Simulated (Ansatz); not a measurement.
Task: a geometry optimisation of C2H4ClNOSi, SMILES C[Si](O)(Cl)C#N, with Ansatz's Python interface. Give the script and its output. Level of theory: PBE0, def2-SVP basis, multiplicity 1, D3BJ dispersion.

Contents of `c2h4clnosi.xyz`:
```text
10

C    -0.81910   -1.06230    0.59710
Si    0.27740    0.15550   -0.27650
O     1.85080   -0.18690    0.02240
Cl    0.22350   -0.18810   -2.30110
C    -0.19010    1.94750    0.03660
N    -0.48320    3.07590    0.26280
H    -1.88030   -0.84070    0.29480
H    -0.58270   -2.03940    0.33920
H    -0.79990   -0.88470    1.71380
H     2.48670   -0.02790   -0.68630
```

`run_opt.py`
```python
"""Geometry optimisation of C2H4ClNOSi."""

import ansatz as az
import numpy as np

system = az.Crystal.molecule_from_extxyz("c2h4clnosi.xyz")

setup = system.calculation().basis(gaussian="def2-SVP").functional("pbe0", dispersion="d3bj").accuracy("high")
symbols = [site.symbol for site in system.cartesian_sites]
start = np.array([site.position_ang for site in system.cartesian_sites], dtype=float)
def progress(event):
    if event["event"] == "relax_step":
        row = event["data"]
        print(f"step {row['step']:3d}  E = {row['lagrangian_ev']:.6f} eV  max force {row['allowed_force_max_ev_ang']:.4f} eV/A")


summary = setup.relax(force_tolerance=0.005).session().plan().execute(on_event=progress).report
end = np.array(summary["positions_ang"])

print("reference energy %16.6f eV" % summary["reference_energy_ev"])
print("total energy     %16.6f eV" % summary["free_energy_ev"])
print("occupied (up, down):", summary["n_occupied"], " virtual:", summary["n_virtual"], " frozen:", summary["n_frozen"])

print("bond        before    after (A)")
for i, j in [(0, 1), (0, 6), (0, 7), (0, 8), (1, 2), (1, 3), (1, 4), (2, 9), (4, 5)]:
    d0, d1 = (np.linalg.norm(xyz[i] - xyz[j]) for xyz in (start, end))
    print(f"{symbols[i]}{i}-{symbols[j]}{j}".ljust(10), f"{d0:8.4f} {d1:8.4f}")
with open("c2h4clnosi_opt.xyz", "w") as handle:
    handle.write(f"{len(symbols)}\nrelaxed C2H4ClNOSi\n")
    handle.writelines(f"{s:2s} {x:11.6f} {y:11.6f} {z:11.6f}\n" for s, (x, y, z) in zip(symbols, end))
```

Running `python run_opt.py` prints:
```text
step   1  E = -26054.551575 eV  max force 3.4807 eV/A
step   2  E = -26054.841181 eV  max force 0.8571 eV/A
step   3  E = -26054.866458 eV  max force 0.2718 eV/A
step   4  E = -26054.876095 eV  max force 0.2743 eV/A
step   5  E = -26054.872204 eV  max force 0.9149 eV/A
step   6  E = -26054.882556 eV  max force 0.1120 eV/A
step   7  E = -26054.887301 eV  max force 0.0763 eV/A
step   8  E = -26054.888519 eV  max force 0.0743 eV/A
step   9  E = -26054.888728 eV  max force 0.0135 eV/A
step  10  E = -26054.888739 eV  max force 0.0060 eV/A
step  11  E = -26054.888745 eV  max force 0.0022 eV/A
reference energy    -26054.652931 eV
total energy        -26054.888747 eV
occupied (up, down): [31, 31]  virtual: [81, 81]  frozen: 0
bond        before    after (A)
C0-Si1       1.8570   1.8396
C0-H6        1.1254   1.0997
C0-H7        1.0378   1.1002
C0-H8        1.1309   1.1004
Si1-O2       1.6377   1.6446
Si1-Cl3      2.0543   2.0604
Si1-C4       1.8783   1.8625
O2-H9        0.9654   0.9625
C4-N5        1.1876   1.1596
```

File `c2h4clnosi_opt.xyz` afterwards:
```text
10
relaxed C2H4ClNOSi
C    -0.848932   -1.035810    0.587249
Si    0.266936    0.062561   -0.378371
O     1.829529   -0.241996    0.034130
Cl   -0.019478   -0.139490   -2.408699
C    -0.107125    1.853132   -0.027848
N    -0.332745    2.964247    0.215322
H    -1.900732   -0.828823    0.341877
H    -0.633382   -2.089577    0.355847
H    -0.696353   -0.872418    1.664732
H     2.525382    0.277074   -0.381440
```

Notes:
- The settings weren't tested for convergence.
- The end point is the stationary point reached from this start; no frequency run checks that it is a minimum, and the basis set is modest.
- Total less reference energy is the dispersion correction.
- Hardware and time: 2 min on 1 thread of Intel(R) Xeon(R) 6975P-C (Granite Rapids), with other jobs on the host, peak memory 0.57 GiB.

(Lines on the test bed's own set-up are left out of the output.)
